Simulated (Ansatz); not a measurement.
# AgH6NSi2, SMILES [SiH3][N]([SiH3])[Ag]: an atomisation energy

With Ansatz's Python interface.

The cells in order, each with its output:

In [1]:
```python
from collections import Counter

import ansatz as az
from ase import Atoms
```

In [2]:
```python
def single_point(molecule, charge=0, unpaired=0):
    calc = molecule.calculation().basis(gaussian="def2-SVPD").functional("CAM-B3LYP")
    if charge:
        calc = calc.charge(charge)
    if unpaired:
        calc = calc.spin("collinear", total=unpaired)
    report = calc.run().report
    if report["published_state_doubts"]:
        print("  doubts:", report["published_state_doubts"])
    return report["free_energy_ev"]
```

In [3]:
```python
atoms = Atoms(["Si", "N", "Si", "Ag", "H", "H", "H", "H", "H", "H"], positions=[
    [-0.0615, 1.1811, -0.7751],
    [-0.3552, -0.5462, -0.6544],
    [0.529, -1.101, 0.7679],
    [-2.3971, -0.9861, -0.4225],
    [-0.8431, 1.7223, -1.9741],
    [-0.6176, 1.9077, 0.4215],
    [1.3479, 1.5256, -0.9503],
    [0.4295, -2.5382, 0.9233],
    [1.9958, -0.7846, 0.6541],
    [0.0555, -0.4318, 2.0126],
])
geometry = az.Crystal.molecule_from_ase(atoms)
```

In [4]:
```python
unpaired = {"Si": 2, "N": 3, "Ag": 1, "H": 1}
counts = Counter(site.symbol for site in geometry.cartesian_sites)
atom_energy = {s: single_point(az.Crystal.molecule().atom(s, (0, 0, 0)), 0, unpaired[s]) for s in counts}
whole = single_point(geometry, 0, 0)
for s, e in atom_energy.items():
    print(f"{s:2s} x{counts[s]}  {e:14.5f} eV")
print(f"AgH6NSi2: {whole:.5f} eV")
split = sum(counts[s] * e for s, e in atom_energy.items()) - whole
print(f"atomisation energy (no zero-point term): {96.485332 * split:.1f} kJ/mol, {split / sum(counts.values()):.3f} eV an atom")
```
```text
Si x2     -7871.69183 eV
N  x1     -1483.49618 eV
Ag x1     -3997.37683 eV
H  x6       -13.54842 eV
AgH6NSi2: -21334.33234 eV
atomisation energy (no zero-point term): 2777.3 kJ/mol, 2.879 eV an atom
```

2777.3 kJ/mol from the electronic energies, without the zero-point term.

Notes:
- Total energies depend on the basis set; only differences at equal settings carry meaning.
- The geometry is a force-field or estimated start, not a minimum of this method, and the basis set is short of its limit. All parts are taken at fixed geometry, without zero-point energy.
- def2 sets replace the cores of elements past krypton by effective core potentials.
- The spin-orbit lowering of heavy atoms is left out.
- Hardware and time: 8.5 s on 1 thread of Arm Neoverse V2, on a shared host, peak memory 0.46 GiB.
